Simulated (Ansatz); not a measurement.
Crystal: PtSe.

```xyz
2
Lattice="3.7019 0.0000 0.0000 -1.8509 3.2059 0.0000 0.0000 0.0000 3.6128" Properties=species:S:1:pos:R:3 pbc="T T T"
Pt    0.0000    0.0000    0.0000
Se    1.8509    1.0686    1.8064
```

The cell comes from a database or a generator and needn't be the stable form of this composition.

Base run:

- Program: Ansatz 0.2.0
- Functional: PBE
- Potentials or basis: Ansatz PAW
- Cutoff: 420 eV
- Density cutoff: 1680 eV
- k mesh: 8 × 8 × 7
- Occupations: fermi-dirac, width 0.05 eV
- Spin: no spin polarisation
- Hubbard terms: Pt d U = 4 eV

Its results: band gap on the k mesh none (metal or under the smearing width); pressure -11.0 GPa.

Problem. The run is repeated on the same cell with these changes: hubbard terms from Pt d U = 4 eV to Pt d U = 8 eV. What comes out?

Solution. Band gap on the k mesh none (metal or under the smearing width); pressure -9.8 GPa.

Caveats: U without spin polarisation on a metal has little footing.

Not every run made on this cell is shown here.
